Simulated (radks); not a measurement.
# La⁴⁺ in [Kr] 4d10 5s1.5 5p5.5: an all-electron calculation

One table from this session's results is given with a row withheld; the runs are named, their logs left out.

Method: Dirac Kohn-Sham, LDA (Slater exchange, Perdew-Wang correlation), spin-unpolarised, spherical densities, point nucleus; open shells fill j = l - 1/2 first. Code: radks (a radial shooting solver on a logarithmic mesh, Libxc functionals) version 1.

## What is computed

* element: lanthanum (Z = 57)
* charge: +4
* electrons: 53
* configuration: [Kr] 4d10 5s1.5 5p5.5

Set-up of the first run:

Input:

```text
Z 57
configuration [Kr] 4d10 5s1.5 5p5.5
relativity Dirac
functional lda,pw
spin unpolarised
j_filling energy
nucleus point
c 137.035999084
```

Launch:

```console
$ python run_ks.py task.json out
```

The same process makes all the runs of this session.

Steps of the session up to this table: Self-consistent calculation.

One of the session's tables, all rows but one given; the rest of the session is left out.

It belongs to the step «Radial structure». Radial moments (bohr):

```
level      <r>  outermost maximum (interpolated)  90 % within  nodes
1s1/2  0.02509                            0.0161       0.0452      0
2s1/2   0.1071                            0.0912        0.166      1
2p1/2        ?                                 ?            ?      ?
2p3/2  0.09604                            0.0747        0.156      0
3s1/2   0.2852                             0.261        0.419      2
3p1/2   0.2749                             0.247        0.413      1
3p3/2   0.2870                             0.259        0.430      1
3d3/2   0.2579                             0.208        0.404      0
3d5/2   0.2616                             0.211        0.409      0
4s1/2   0.6541                             0.608        0.940      3
4p1/2   0.6741                             0.619        0.982      2
4p3/2   0.7014                             0.643         1.02      2
4d3/2   0.7603                             0.667         1.14      1
4d5/2   0.7699                             0.675         1.16      1
5s1/2    1.510                              1.39         2.15      4
5p1/2    1.658                              1.50         2.38      3
5p3/2    1.722                              1.56         2.47      3
```

Estimate the missing values for 2p1/2.

**Answer.** <r>: 0.08994; outermost maximum (interpolated): 0.0695; 90 % within: 0.148; nodes: 0. In the column «<r>» it lies between 1s1/2 (0.02509) and 2p3/2 (0.09604).
